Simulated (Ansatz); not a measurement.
# AgB2: the cost of one run

Computed with Ansatz 0.2.0 (DFT PBEsol, scalar-relativistic, plane waves, PAW, unless a step's input says otherwise).

1 further run of the same task is left out (it didn't finish).

**1. Starting point**

The structure is hexagonal, space group P6/mmm (No. 191). Conventional cell: a = 3.010 Å, b = 3.010 Å, c = 3.251 Å, α = 90.00°, β = 90.00°, γ = 120.00°. Ag (site symmetry 6/mmm) has 12 B at 2.38 Å in its first shell of neighbours. B (site symmetry -6m2) has 3 B at 1.74 Å and 6 Ag at 2.38 Å in its first shell of neighbours.

Structure file:

```
Ag B
1.0
     3.00997    0.00000    0.00000
    -1.50498    2.60671    0.00000
     0.00000    0.00000    3.25076
Ag B
1 2
Direct
  0.00000 0.00000 0.00000
  0.33333 0.66667 0.50000
  0.66667 0.33333 0.50000
```

**2. Full relaxation**

input.yaml reads:

```yaml
crystal:
  lattice:
    - [3.0099684966, 0.0, 0.0]
    - [-1.5049842483, 2.6067091827, 0.0]
    - [0.0, 0.0, 3.2507641987]
  atoms:
    - { symbol: Ag, position: [0.0, 0.0, 0.0] }
    - { symbol: B, position: [0.3333333333, 0.6666666667, 0.5] }
    - { symbol: B, position: [0.6666666667, 0.3333333333, 0.5] }
basis:
  ecutwfc: 420
  ecutrho_ratio: 4
kpoints:
  mp_grid: { grid: [14, 14, 10] }
hamiltonian:
  xc: pbesol
scf:
  occupations: { method: gaussian, width: 0.05 }
output:
  forces: true
  stress: true
  eigenvalues: true
relax:
  f_tol: 0.01
  max_steps: 60
  cell: { stress_tol: 0.04 }
```

Launch:

```bash
ansatz run input.yaml --threads 8 --pin off --max-ram 15360MiB --backend cpu --events-out ev --progress --plain --runs-dir out
```

**Question.** How long does this run take on 8 threads of Arm Neoverse V2, shared host, and how much memory does it need?

About 6 s, with a peak of 0.41 GiB.
